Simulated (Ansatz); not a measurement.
# CuO: the cost of one run

Method: DFT LDA without U, plane waves, PAW, in Ansatz 0.2.0.

## 1. The structure to begin with

The structure is tetragonal, space group P4/nmm (No. 129). Conventional cell: a = 3.175 Å, b = 3.175 Å, c = 4.650 Å, α = 90.00°, β = 90.00°, γ = 90.00°. Around Cu (site symmetry -4m2) lie 4 O at 2.02 Å and 4 Cu at 2.25 Å. O (site symmetry 4mm) has 4 Cu at 2.02 Å as nearest neighbours.

As a file:

```
CELL_PARAMETERS angstrom
3.17550 0.00000 0.00000
0.00000 3.17550 0.00000
0.00000 0.00000 4.64953
ATOMIC_POSITIONS crystal
Cu 0.00000 0.00000 0.00000
Cu 0.50000 0.50000 0.00000
O 0.50000 0.00000 0.26700
O 0.00000 0.50000 0.73300
```

## 2. Ferromagnetic start, free, symmetry kept, no search

input.yaml

```yaml
crystal:
  lattice:
    - [3.1754955, 0.0, 0.0]
    - [0.0, 3.1754955, 0.0]
    - [0.0, 0.0, 4.64953187]
  atoms:
    - { symbol: Cu, position: [0.0, 0.0, 0.0], spin: 1.0 }
    - { symbol: Cu, position: [0.5, 0.5, 0.0], spin: 1.0 }
    - { symbol: O, position: [0.5, 0.0, 0.267] }
    - { symbol: O, position: [0.0, 0.5, 0.733] }
basis:
  ecutwfc: 420
  ecutrho_ratio: 4
kpoints:
  mp_grid: { grid: [6, 6, 4] }
hamiltonian:
  xc: lda
scf:
  occupations: { method: gaussian, width: 0.05 }
  lower_state_search: "off"
  max_iter: 150
output:
  forces: true
  stress: true
  eigenvalues: true
  populations: true
  hubbard: { sites: [{ site: 0, l: d }, { site: 1, l: d }] }
magnetization:
  spin_polarized: true
```

Launch:

```
$ ansatz run input.yaml --threads 2 --pin off --max-ram 3072MiB --backend cpu --events-out ev --progress --plain --runs-dir out
```

Q: Estimate wall time and peak memory on 2 threads of Arm Neoverse V1, shared host.

About 5.4 s, with a peak of 0.35 GiB.
